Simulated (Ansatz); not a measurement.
**C3H10Si2: basis-set convergence**

Aim: see how fast density functionals converge with the basis set for C3H10Si2.

Program: Ansatz 0.2.0, Gaussian basis. Level of theory: one geometry, several basis sets. These are calculated values, not measurements.

Plan: PBE0-D4/def2-SVP; ωB97M-V/def2-SVP; PBE0-D4/def2-QZVPP; ωB97M-V/def2-QZVPP; the functionals' def2-TZVPP values are taken from earlier runs.

### Step 1. The geometry

All runs share one geometry, relaxed beforehand with PBE0-D4 in a triple-zeta def2 set.

15 atoms, charge 0, spin multiplicity 1.

Atoms are counted from 1 here; the program's logs count them from 0.

Bond lengths: C1–Si2 1.871 Å, C1–H6 1.092 Å, C1–H7 1.093 Å, C1–H8 1.093 Å, Si2–C3 1.867 Å, Si2–H9 1.491 Å, Si2–H10 1.490 Å, C3–C4 1.338 Å, C3–H11 1.092 Å, C4–Si5 1.863 Å, C4–H12 1.091 Å, Si5–H13 1.489 Å, Si5–H14 1.487 Å, Si5–H15 1.489 Å. Angles: Si2–C1–H6 110.8°, Si2–C1–H7 110.8°, Si2–C1–H8 110.8°, H6–C1–H7 108.1°, H6–C1–H8 108.3°, H7–C1–H8 107.9°, C1–Si2–C3 111.3°, C1–Si2–H9 109.2°, C1–Si2–H10 110.7°, C3–Si2–H9 109.4°, C3–Si2–H10 107.6°, H9–Si2–H10 108.6°, Si2–C3–C4 123.8°, Si2–C3–H11 118.2°, C4–C3–H11 118.0°, C3–C4–Si5 123.7°, C3–C4–H12 118.1°, Si5–C4–H12 118.2° and more.

### Step 2. PBE0-D4 in def2-SVP

File in.yaml:

```yaml
crystal:
  periodic: [false, false, false]
  atoms:
    - {symbol: C, position_ang: [-2.613141, -0.839059, -0.448489]}
    - {symbol: Si, position_ang: [-0.943393, -0.602138, -1.258730]}
    - {symbol: C, position_ang: [0.397195, -0.337557, 0.012853]}
    - {symbol: C, position_ang: [1.131339, 0.777426, 0.100097]}
    - {symbol: Si, position_ang: [2.457997, 1.043852, 1.380357]}
    - {symbol: H, position_ang: [-2.886665, 0.039792, 0.139560]}
    - {symbol: H, position_ang: [-2.602067, -1.704451, 0.218623]}
    - {symbol: H, position_ang: [-3.388846, -1.003430, -1.200159]}
    - {symbol: H, position_ang: [-0.620200, -1.807385, -2.074935]}
    - {symbol: H, position_ang: [-0.955305, 0.588563, -2.153672]}
    - {symbol: H, position_ang: [0.589217, -1.134790, 0.734061]}
    - {symbol: H, position_ang: [0.943234, 1.575396, -0.620347]}
    - {symbol: H, position_ang: [3.777153, 1.283836, 0.733837]}
    - {symbol: H, position_ang: [2.543029, -0.163159, 2.244374]}
    - {symbol: H, position_ang: [2.148655, 2.232504, 2.221669]}
basis:
  gaussian: {orbitals: def2-SVP}
hamiltonian: {xc: pbe0, dispersion: d4}
output: {orbitals: {seedname: orbitals}}
```

The runs that follow: ωB97M-V in def2-SVP; PBE0-D4 in def2-QZVPP; ωB97M-V in def2-QZVPP.

Q: Predict the results of all the runs planned. Wanted: PBE0-D4: double and triple zeta above quadruple; ωB97M-V: double and triple zeta above quadruple.

The runs gave:

| quantity | value |
| --- | --- |
| PBE0-D4: double and triple zeta above quadruple | 9.82, 0.72 eV |
| ωB97M-V: double and triple zeta above quadruple | 10.06, 0.67 eV |

In words: For PBE0-D4 the step from double to triple zeta gains 9.10 eV and the next only 0.72 eV. Total energies overstate the basis error of differences, where much of it tends to cancel.
